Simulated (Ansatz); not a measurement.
The system is Ba2Tl5V3O12.

```
Ba V Tl O
1.0
     4.23698    2.44622    6.12840
    -4.23698    2.44622    6.12840
     0.00000   -4.89244    6.12840
Ba V Tl O
2 3 5 12
Direct
  0.50000 0.50000 0.50000
  0.00000 0.00000 0.00000
  0.50000 0.50000 0.00000
  0.00000 0.50000 0.50000
  0.50000 0.00000 0.50000
  0.00000 0.00000 0.50000
  0.50000 0.00000 0.00000
  0.00000 0.50000 0.00000
  0.74045 0.74045 0.74045
  0.25955 0.25955 0.25955
  0.71652 0.08089 0.41242
  0.41242 0.71652 0.08089
  0.08089 0.41242 0.71652
  0.58757 0.91911 0.28348
  0.91911 0.28348 0.58757
  0.28348 0.58757 0.91911
  0.28348 0.91911 0.58757
  0.58757 0.28348 0.91911
  0.91911 0.58757 0.28348
  0.41242 0.08089 0.71652
  0.08089 0.71652 0.41242
  0.71652 0.41242 0.08089
```

The cell was built by a generator and needn't be a form met in nature.

- Program: Ansatz 0.2.0
- Task: relaxation of cell and atoms
- Functional: r2SCAN
- Potentials or basis: Ansatz PAW
- Cutoff: 500 eV (not typed: the program's choice for these potentials)
- k mesh: 3 × 3 × 3
- Occupations: fermi-dirac, width 0.05 eV
- Spin: collinear spin, ferromagnetic start
- Starting moments: [0.0, 0.0, 2.0, 2.0, 2.0, 0.0, 0.0, 0.0, 0.0, 0.0, 0.0, 0.0, 0.0, 0.0, 0.0, 0.0, 0.0, 0.0, 0.0, 0.0, 0.0, 0.0] μB

At the start: volume 17.32 Å³/atom.

Question: How do energy, volume and symmetry change on relaxing?

Answer: It ends after 6 steps and the volume is 16.54 Å³/atom (-4.5 %); space group R-3m (No. 166, to 0.05 Å); moment 1.25 μB per cell.

The path:
```
step  energy change (eV)  largest force (eV/Å)  volume (Å³)
   1              0.0000                0.1923       381.11
   2             -0.0943                0.3012       352.95
   3             -0.1943                0.0664       365.00
   4             -0.1982                0.0129       364.24
   5             -0.1986                0.0053       363.98
   6             -0.1928                0.0054       363.98
```

Final structure:
```
Ba V Tl O
1.0
     4.17826    2.41232    6.01868
    -4.17826    2.41232    6.01868
     0.00000   -4.82463    6.01868
Ba V Tl O
2 3 5 12
Direct
  0.50000 0.50000 0.50000
  0.00000 0.00000 0.00000
  0.50000 0.50000 0.00000
  0.00000 0.50000 0.50000
  0.50000 0.00000 0.50000
  0.00000 0.00000 0.50000
  0.50000 0.00000 0.00000
  0.00000 0.50000 0.00000
  0.74195 0.74195 0.74195
  0.25805 0.25805 0.25805
  0.71896 0.08157 0.41268
  0.41268 0.71896 0.08157
  0.08157 0.41268 0.71896
  0.58732 0.91843 0.28104
  0.91843 0.28104 0.58732
  0.28104 0.58732 0.91843
  0.28104 0.91843 0.58732
  0.58732 0.28104 0.91843
  0.91843 0.58732 0.28104
  0.41268 0.08157 0.71896
  0.08157 0.71896 0.41268
  0.71896 0.41268 0.08157
```

Caveat: the magnetic or orbital state may not be the lowest; the plane-wave basis is chosen anew once the cell has moved, so the energies of steps on either side of that aren't comparable; the PAW data sets come from PBE, with cores solved anew for the run's functional, which leaves a small shift of forces and pressure.
